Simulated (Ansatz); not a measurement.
Run this with the Python package of Ansatz (0.2.0) and show what comes out.

`cl3sc_methods.py`
```python
"""Cl3Sc at several levels of theory."""

from pathlib import Path

import ansatz as az
import numpy as np

params = {
    "basis_set": "def2-SVP",
}

GEOMETRY = """
Cl    0.83820    0.68560    2.17350
Sc   -0.75570   -0.22510   -0.21510
Cl    0.80880   -2.51670   -0.52070
Cl   -0.83570    1.99590   -1.45800
"""


def main() -> None:
    geometry = az.Crystal.molecule()
    for line in GEOMETRY.strip().splitlines():
        symbol, *xyz = line.split()
        geometry = geometry.atom(symbol, [float(v) for v in xyz])

    calculation = geometry.calculation().basis(gaussian=params["basis_set"])

    print("functional    E (Ha)        dipole (D)   HOMO (eV)  LUMO (eV)")
    for name in ["r2scan", "hf", "r2scan0", "lc_wpbe", "hse06", "b3lyp"]:
        report = calculation.functional(name).forces().orbitals().run(runs_dir="runs").report
        lines = Path(report["orbitals_path"]).read_text().splitlines()
        field_of = lambda key: [line.split("=")[1].strip() for line in lines if line.startswith(key)]
        orbitals = [(27.211386 * float(e), s, float(n)) for e, s, n in zip(field_of("Ene="), field_of("Spin="), field_of("Occup="))]
        homo = max(e for e, _, n in orbitals if n > 0.5)
        lumo = min(e for e, _, n in orbitals if n < 0.5)
        dipole = 4.803205 * np.linalg.norm(report["charge_distribution"]["dipole_moment_e_ang"])
        print(f"{name:10s} {report['free_energy_ev'] / 27.211386246:14.6f} {dipole:9.3f} {homo:11.3f} {lumo:10.3f}")


if __name__ == "__main__":
    main()
```

```console
$ python cl3sc_methods.py
functional    E (Ha)        dipole (D)   HOMO (eV)  LUMO (eV)
r2scan       -2140.782525     7.062      -6.639     -5.447
hf           -2137.855673     9.018     -10.573     -2.260
r2scan0      -2140.741492     7.610      -7.792     -4.882
lc_wpbe      -2140.301434     8.039     -10.275     -3.171
hse06        -2140.206142     7.235      -7.180     -5.238
b3lyp        -2140.944607     6.952      -7.256     -4.996
```

What to keep in mind:
- Total energies depend on the basis set; only differences at equal settings carry meaning.
- The geometry is a force-field or estimated start, not a minimum of this method, and the basis set is short of its limit. A lower total doesn't mark the better method: functionals have no common bound, and MP2 and coupled cluster aren't variational.
- b3lyp holds the VWN-RPA fit, as in Gaussian; the form of ORCA and Turbomole is b3lyp5.
- Levels such as HOMO and LUMO are orbital energies: with these approximate functionals they aren't the ionisation energy and electron affinity, and their gap isn't the fundamental gap.
- hse06 follows the composition of plane-wave codes, whose totals differ by tens of mHa, up to about 0.1 Ha, from the form usual in Gaussian-basis programs (wpbeh).
- Hardware and time: 39 s on 1 thread of Arm Neoverse V1, on a shared host, peak memory 0.28 GiB.
